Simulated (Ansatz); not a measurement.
# Hf2Br3: the cost of one run

Method: DFT PBE, scalar-relativistic, plane waves, PAW, in Ansatz 0.2.0.

**1. The system as given**

The structure is trigonal, space group R-3c (No. 167). The conventional cell has a = 6.917 Å, b = 6.917 Å, c = 18.884 Å, α = 90.00°, β = 90.00°, γ = 120.00°. Hf (site symmetry 3) has 6 Br at 2.70 to 2.87 Å as nearest neighbours. Br (site symmetry 2) has 4 Hf at 2.70 to 2.87 Å as nearest neighbours.

Coordinates:

```
Hf Br
1.0
     3.45836    1.99668    6.29473
    -3.45836    1.99668    6.29473
     0.00000   -3.99337    6.29473
Hf Br
4 6
Direct
  0.85218 0.85218 0.85218
  0.64782 0.64782 0.64782
  0.14782 0.14782 0.14782
  0.35218 0.35218 0.35218
  0.05625 0.44375 0.75000
  0.75000 0.05625 0.44375
  0.44375 0.75000 0.05625
  0.94375 0.55625 0.25000
  0.25000 0.94375 0.55625
  0.55625 0.25000 0.94375
```

(A quick probe on a coarse mesh, which set the mesh and smearing, is not shown.)

**3. A loose first relaxation**

The input, input.yaml:

```yaml
crystal:
  lattice:
    - [3.4583571189, 1.9966834135, 6.2947292999]
    - [-3.4583571189, 1.9966834135, 6.2947292999]
    - [0.0, -3.9933668271, 6.2947292999]
  atoms:
    - { symbol: Hf, position: [0.85218, 0.85218, 0.85218] }
    - { symbol: Hf, position: [0.64782, 0.64782, 0.64782] }
    - { symbol: Hf, position: [0.14782, 0.14782, 0.14782] }
    - { symbol: Hf, position: [0.35218, 0.35218, 0.35218] }
    - { symbol: Br, position: [0.05625, 0.44375, 0.75] }
    - { symbol: Br, position: [0.75, 0.05625, 0.44375] }
    - { symbol: Br, position: [0.44375, 0.75, 0.05625] }
    - { symbol: Br, position: [0.94375, 0.55625, 0.25] }
    - { symbol: Br, position: [0.25, 0.94375, 0.55625] }
    - { symbol: Br, position: [0.55625, 0.25, 0.94375] }
basis:
  ecutwfc: 420
kpoints:
  mp_grid: { grid: [3, 3, 3] }
hamiltonian:
  xc: pbe
scf:
  occupations: { method: gaussian, width: 0.1 }
  lower_state_search: "off"
output:
  forces: true
  stress: true
  eigenvalues: true
relax:
  adjacent_minimum: "off"
  f_tol: 0.04
  max_steps: 70
  cell: { stress_tol: 0.4 }
```

The run is started by

```bash
ansatz run input.yaml --threads 1 --pin off --max-ram 2560MiB --backend cpu --events-out ev --progress --plain --runs-dir out
```

Q: Estimate wall time and peak memory on 1 thread of Arm Neoverse V1, shared host.

About 3.7 min, with a peak of 0.62 GiB.
